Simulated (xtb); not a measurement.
# doublet CH2ClFO2Si+ at GFN2-xTB (GBSA dmf, hydrogen mass 1 u, md dump 10 fs, md scc accuracy 2, md temperature 200 K)

We compute a short trajectory of doublet CH2ClFO2Si+. 

The results are computed with xtb 6.7.1.

5 further runs of the same task are left out: 3 that didn't finish, 2 set aside as unsound or not needed.

## (1) The structure to begin with

CH2ClFO2Si+ has 8 atoms, charge +1, and is taken as a doublet. SMILES of the parent species: `O[Si]1(Cl)OC1F`. The shape was relaxed beforehand at GFN2-xTB. This is one conformer, not always the lowest. The run starts from this shape.

Bond lengths: O1–Si2 1.608 Å, Si2–Cl3 1.967 Å, Si2–O4 1.654 Å, Si2–C5 1.848 Å, O4–C5 1.459 Å, C5–F6 1.358 Å, O1–H7 0.958 Å, C5–H8 1.084 Å. Some angles: O1–Si2–Cl3 110.3°, O1–Si2–O4 118.1°, O1–Si2–C5 122.1°, Cl3–Si2–O4 119.5°, Cl3–Si2–C5 124.4°, O4–Si2–C5 48.9°, Si2–O4–C5 72.5°, Si2–C5–O4 58.6°, Si2–C5–F6 120.5°, O4–C5–F6 111.3°.

## (2) Molecular dynamics at GFN2-xTB (GBSA dmf, hydrogen mass 1 u, md dump 10 fs, md scc accuracy 2, md temperature 200 K)

The input, input.inp:

```
$md
   temp=200
   time=0.2
   step=1
   dump=10
   hmass=1
   shake=0
   sccacc=2
$gbsa
   gbsagrid=extreme
$end
```

The input, in.coord:

```
$coord angs
     1.8168900     0.2117300    -0.5382500  O
     0.5589700     0.1800100     0.4621800  Si
     1.0527400     0.9460000     2.2058000  Cl
    -0.4490600    -1.1304400     0.4051200  O
    -1.1767700     0.0072900    -0.1471800  C
    -1.4290500    -0.1642300    -1.4708000  F
     1.8263900    -0.3015500    -1.3472600  H
    -2.1080100     0.1940900     0.3745900  H
$end
```

Launch:

```bash
$ xtb in.coord --md --acc 0.001 --input input.inp --gbsa dmf --gfn 2 -c 1 --uhf 1 | tee xtb.out
```

Q: Predict the results. Wanted: potential energy of the last frame.

Answer, from the run:

At GFN2-xTB (GBSA dmf, hydrogen mass 1 u, md dump 10 fs, md scc accuracy 2, md temperature 200 K):

```
                          quantity         value
potential energy of the last frame  -21.96923 Eh
```
